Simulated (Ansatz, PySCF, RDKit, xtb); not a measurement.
**Solving B2SiHCl, step by step**

Given the formula B2SiHCl and nothing else, which arrangement of the atoms is the most stable in the gas at 600 K, and what are its properties?

The funnel: GFN2-xTB relaxations, single points with a density functional, relaxations at PBE0-D3(BJ)/def2-SVP, harmonic vibrations, and a last energy at a higher level. All values are calculated.

4 further runs of the same task are left out: 4 set aside as unsound or not needed.

## (1) Possible bonding patterns

A program enumerates the bonding patterns with one Lewis structure each (two rings at most, one unusual centre or charged pair), with their diastereomers. O–O, O–halogen and N–halogen bonds and N–N–N chains are not drawn. That gives 19 candidates.

c063 [SiH]/B=B/Cl (triplet); c128 [SiH]/B=B/Cl; c140 [B+]=[SiH-]=BCl; c194 ClB1B=[SiH]1; c204 B=B[Si]Cl; c209 Cl[SiH]1B=B1; c256 [SiH]/B=B\Cl; c294 B=[Si]=BCl; c432 B=B[Si]Cl (triplet); c437 [Si]=BBCl; c440 Cl[Si]1=BB1; c519 ClB1B[Si]1 (triplet); c559 [Si]=BBCl (triplet); c608 ClB1B[Si]1; c727 [SiH]/B=B\Cl (triplet); c737 B#[B-][SiH+]Cl; c803 B#[Si-]([BH+])Cl; c891 B#[Si]BCl; c995 Cl[B@@H-]1B=[Si+]1.

Candidates are built by distance geometry, with a force field where one applies, in up to four conformers (letters a to d). 10 starts with atoms placed at random are added, to find patterns that the rules miss.

Q: Predict the outcome of this search (final energies at CCSD(T)/def2-TZVPP).

| quantity | value |
| --- | --- |
| lowest structure found | ClB1B[Si]1, singlet, Cs |
| next finalist | Cl[Si]1=BB1, singlet, 7.2 kcal/mol higher in G |
| share at equilibrium, among the finalists | 99.7 % |
| harmonic wavenumbers, lowest and highest (PBE0-D3(BJ)/def2-SVP) | 103 and 2727 cm⁻¹ |
| rotational constants, same geometry | 0.3842, 0.114, 0.08792 cm⁻¹ |
| dipole moment (PBE0/def2-TZVPD) | 1.03 D |
| HOMO energy (PBE0/def2-TZVPD) | -6.67 eV |
| LUMO energy (PBE0/def2-TZVPD) | -3.10 eV |
| HOMO–LUMO gap (PBE0/def2-TZVPD) | 3.57 eV |
| lowest excitation (TD-CAM-B3LYP/def2-SVPD) | 1.91 eV (f = 0.001) |
| strongest of the states computed, same level | 5.50 eV (f = 0.134) |
| lowest triplet excitation, same level, Tamm-Dancoff | 1.55 eV |
| vertical ionisation energy | 8.62 eV |
| vertical electron affinity | 1.31 eV |
| vertical triplet less singlet | +1.52 eV |

`ClB1B[Si]1` comes out lowest. The margin of 7.2 kcal/mol over the next finalist is beyond the usual error of the last level; it says nothing of structures that weren't ranked. PBE0-D3(BJ)/def2-SVP and MP2/def2-TZVPP already put its bonding pattern lowest among the structures in one piece; HF/def2-TZVPP favours the triplet ClB1B[Si]1. Lowest found is not proven lowest: the search is finite, and each finalist counts with one conformer.
